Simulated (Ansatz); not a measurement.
# SiB2H4S: basis-set convergence

Aim: see how fast density functionals converge with the basis set for SiB2H4S.

Method: one geometry, several basis sets; program: Ansatz 0.2.0, Gaussian basis.

Plan: PBE0-D4/def2-SVP; ωB97M-V/def2-SVP; PBE0-D4/def2-QZVPP; ωB97M-V/def2-QZVPP; the functionals' def2-TZVPP values are taken from earlier runs.

## 1. The geometry

An earlier PBE0-D4 in a triple-zeta def2 set relaxation fixed the geometry.

8 atoms, charge 0, spin multiplicity 1.

Atoms are counted from 1 here; the program's logs count them from 0.

Bond lengths: B1–Si2 1.999 Å, B1–S4 1.810 Å, B1–H5 1.192 Å, Si2–B3 1.999 Å, Si2–H6 1.488 Å, Si2–H7 1.487 Å, B3–S4 1.810 Å, B3–H8 1.192 Å. Angles: Si2–B1–S4 97.3°, Si2–B1–H5 140.6°, S4–B1–H5 121.2°, B1–Si2–B3 72.4°, B1–Si2–H6 125.6°, B1–Si2–H7 108.9°, B3–Si2–H6 125.6°, B3–Si2–H7 108.9°, H6–Si2–H7 110.2°, Si2–B3–S4 97.3°, Si2–B3–H8 140.6°, S4–B3–H8 121.2°, B1–S4–B3 81.5°.

As a file:

```
atom    x (Å)    y (Å)    z (Å)
  B1  -0.8556   0.4887  -0.8595
 Si2   0.6956   0.6677   0.3882
  B3   0.0803  -1.2325   0.4602
  S4  -0.6906  -1.2859  -1.1769
  H5  -1.8064   1.0979  -1.2398
  H6   0.7718   1.5979   1.5472
  H7   1.9491   0.7379  -0.4093
  H8  -0.0520  -2.1288   1.2341
```

## 2. PBE0-D4 in def2-SVP

File in.yaml:

```yaml
crystal:
  periodic: [false, false, false]
  atoms:
    - {symbol: B, position_ang: [-0.855585, 0.488680, -0.859461]}
    - {symbol: Si, position_ang: [0.695553, 0.667740, 0.388158]}
    - {symbol: B, position_ang: [0.080281, -1.232494, 0.460171]}
    - {symbol: S, position_ang: [-0.690576, -1.285875, -1.176891]}
    - {symbol: H, position_ang: [-1.806432, 1.097880, -1.239794]}
    - {symbol: H, position_ang: [0.771831, 1.597856, 1.547200]}
    - {symbol: H, position_ang: [1.949107, 0.737922, -0.409316]}
    - {symbol: H, position_ang: [-0.051979, -2.128808, 1.234132]}
basis:
  gaussian: {orbitals: def2-SVP}
hamiltonian: {xc: pbe0, dispersion: d4}
output: {orbitals: {seedname: orbitals}}
```

Launch:

```
ansatz run in.yaml --threads 2 --pin off --events-out ev --progress --plain --max-ram 4352MiB
```

Log:

```text
Functional definition: PBE0
  name "PBE0"
  cite "Adamo & Barone, J. Chem. Phys. 110, 6158 (1999) doi:10.1063/1.478522"
  cite "Perdew, Burke & Ernzerhof, Phys. Rev. Lett. 77, 3865 (1996) doi:10.1103/PhysRevLett.77.3865"
  parent pbe
  parameter a = 0.25
  parameter kappa = 0.804
  parameter beta = 0.06672455060314922
  exchange = (1 - a)*pbe_x(kappa = kappa, mu = beta*pi^2/3) + a*exact_x
  correlation = pbe_c(beta = beta)
820 factors; integrals over basis functions are off by at most 1.2e-3 eV
mean field evaluation 1: about -20112.8490 eV, gradient 2.1e1 eV
mean field evaluation 2: about -20112.1215 eV, gradient 2.7e1 eV
mean field evaluation 4: about -20114.4259 eV, gradient 1.0e0 eV
mean field evaluation 8: about -20114.4933 eV, gradient 3.1e-2 eV
mean field evaluation 16: about -20114.4934 eV, gradient 1.2e-5 eV
mean field -20114.49335085 eV, -739.1939965506 hartree, gradient 1.2e-5 eV, S^2 0.000000; 0 other end points of the search recorded, 0 dependent functions left out
reference -20114.49337582 eV, -739.1939974681 hartree; 22, 22 occupied and 62, 62 virtual orbitals, 820 factors
Total energy: -20114.66499538 eV, -739.2003043705 hartree
```

Wall time 1.4 s (2 threads of Arm Neoverse V1, shared host).

## 3. ωB97M-V in def2-SVP

in.yaml, as its differences from that of step 2:

```diff
@@ -13,3 +13,3 @@
   gaussian: {orbitals: def2-SVP}
-hamiltonian: {xc: pbe0, dispersion: d4}
+hamiltonian: {xc: {name: wB97M-V}}
 output: {orbitals: {seedname: orbitals}}
```

The command is unchanged.

Log, shortened:

```text
Functional definition: wB97M-V
  name "wB97M-V"
  cite "Mardirossian & Head-Gordon, J. Chem. Phys. 144, 214110 (2016) doi:10.1063/1.4952647"
  cite "Becke, J. Chem. Phys. 107, 8554 (1997) doi:10.1063/1.475007"
  cite "Vydrov & Van Voorhis, J. Chem. Phys. 133, 244103 (2010) doi:10.1063/1.3521275"
  # Of w^i u^j: cxij and so on, Table III.
[...]
  gx(w, u) = 1 - cx + cx01*u + cx10*w
  gss(w, u) = css00 + css04*u^4 + css10*w + css20*w^2 + css43*w^4*u^3
  gos(w, u) = cos00 + cos10*w + (cos20 + cos21*u)*w^2 + (cos60 + cos61*u)*w^6
[...]
      + integral(e_c_pw_mod_opposite_spin*gos(b97_w_opposite, b97_u_opposite)) + vv10(b, c)
820 factors; integrals over basis functions are off by at most 1.2e-3 eV
295 factors; integrals over basis functions are off by at most 1.1e-5 eV
[...]
mean field -20121.42514955 eV, -739.4487354543 hartree, gradient 6.4e-5 eV, S^2 0.000000; 0 other end points of the search recorded, 0 dependent functions left out
reference -20121.42519052 eV, -739.4487369599 hartree; 22, 22 occupied and 62, 62 virtual orbitals, 820 factors
Total energy: -20121.42519052 eV, -739.4487369599 hartree
```

Run time: 6.5 s. Hardware: 2 threads of Arm Neoverse V1, shared host.

## 4. PBE0-D4 in def2-QZVPP

in.yaml, as its differences from that of step 3:

```diff
@@ -12,4 +12,4 @@
 basis:
-  gaussian: {orbitals: def2-SVP}
-hamiltonian: {xc: {name: wB97M-V}}
+  gaussian: {orbitals: "def2-QZVPP.json"}
+hamiltonian: {xc: pbe0, dispersion: d4}
 output: {orbitals: {seedname: orbitals}}
```

Same command.

Log:

```text
Functional definition: PBE0
  name "PBE0"
  cite "Adamo & Barone, J. Chem. Phys. 110, 6158 (1999) doi:10.1063/1.478522"
  cite "Perdew, Burke & Ernzerhof, Phys. Rev. Lett. 77, 3865 (1996) doi:10.1103/PhysRevLett.77.3865"
  parent pbe
  parameter a = 0.25
  parameter kappa = 0.804
  parameter beta = 0.06672455060314922
  exchange = (1 - a)*pbe_x(kappa = kappa, mu = beta*pi^2/3) + a*exact_x
  correlation = pbe_c(beta = beta)
1395 factors; their error is unknown
mean field evaluation 1: about -20119.7873 eV, gradient 3.3e1 eV
mean field evaluation 2: about -20117.5122 eV, gradient 4.4e1 eV
mean field evaluation 4: about -20123.0398 eV, gradient 2.1e0 eV
mean field evaluation 8: about -20123.0650 eV, gradient 2.3e-2 eV
mean field -20123.06500866 eV, -739.5089991649 hartree, gradient 2.8e-5 eV, S^2 0.000000; 0 other end points of the search recorded, 0 dependent functions left out
reference -20123.06504944 eV, -739.5090006634 hartree; 22, 22 occupied and 352, 352 virtual orbitals, 1395 factors
Total energy: -20123.23666899 eV, -739.5153075657 hartree
```

Wall time 9 s (2 threads of Arm Neoverse V1, shared host); peak memory 1.1 GiB.

## 5. ωB97M-V in def2-QZVPP

in.yaml, as its differences from that of step 4:

```diff
@@ -13,3 +13,3 @@
   gaussian: {orbitals: "def2-QZVPP.json"}
-hamiltonian: {xc: pbe0, dispersion: d4}
+hamiltonian: {xc: {name: wB97M-V}}
 output: {orbitals: {seedname: orbitals}}
```

Launched as before.

Log, shortened:

```text
Functional definition: wB97M-V
  name "wB97M-V"
  cite "Mardirossian & Head-Gordon, J. Chem. Phys. 144, 214110 (2016) doi:10.1063/1.4952647"
  cite "Becke, J. Chem. Phys. 107, 8554 (1997) doi:10.1063/1.475007"
  cite "Vydrov & Van Voorhis, J. Chem. Phys. 133, 244103 (2010) doi:10.1063/1.3521275"
  # Of w^i u^j: cxij and so on, Table III.
[...]
  gx(w, u) = 1 - cx + cx01*u + cx10*w
  gss(w, u) = css00 + css04*u^4 + css10*w + css20*w^2 + css43*w^4*u^3
  gos(w, u) = cos00 + cos10*w + (cos20 + cos21*u)*w^2 + (cos60 + cos61*u)*w^6
[...]
      + integral(e_c_pw_mod_opposite_spin*gos(b97_w_opposite, b97_u_opposite)) + vv10(b, c)
1347 factors; their error is unknown
346 factors; integrals over basis functions are off by at most 8.9e-6 eV
[...]
mean field -20130.02960591 eV, -739.7649433932 hartree, gradient 3.8e-5 eV, S^2 0.000000; 0 other end points of the search recorded, 0 dependent functions left out
reference -20130.02967294 eV, -739.7649458565 hartree; 22, 22 occupied and 352, 352 virtual orbitals, 1347 factors
Total energy: -20130.02967294 eV, -739.7649458565 hartree
```

Wall time 24 s (2 threads of Arm Neoverse V1, shared host); peak memory 1.2 GiB.

## 6. Functionals by basis

The def2-TZVPP values come from earlier runs at the same geometry.

```
functional       basis  functions  energy (eV)  from the largest (eV)  HOMO (eV)  LUMO (eV)
   PBE0-D4    def2-SVP         84  -20114.6650                  8.572      -7.71      -2.15
   PBE0-D4  def2-TZVPP        202  -20122.5734                  0.663      -7.69      -2.23
   PBE0-D4  def2-QZVPP        374  -20123.2367                  0.000      -7.70      -2.25
   ωB97M-V    def2-SVP         84  -20121.4252                  8.604      -9.77      -0.05
   ωB97M-V  def2-TZVPP        202  -20129.4103                  0.619      -9.79      -0.21
   ωB97M-V  def2-QZVPP        374  -20130.0297                  0.000      -9.80      -0.26
```

## 7. Summary of results

```
                                       quantity          value
PBE0-D4: double and triple zeta above quadruple  8.57, 0.66 eV
ωB97M-V: double and triple zeta above quadruple  8.60, 0.62 eV
```

**Reading.** For PBE0-D4 the step from double to triple zeta gains 7.91 eV and the next only 0.66 eV. Total energies overstate the basis error of differences, where much of it tends to cancel.

For PBE0-D4 the largest set took about 7 times as long as the smallest (9 s against 1.4 s).
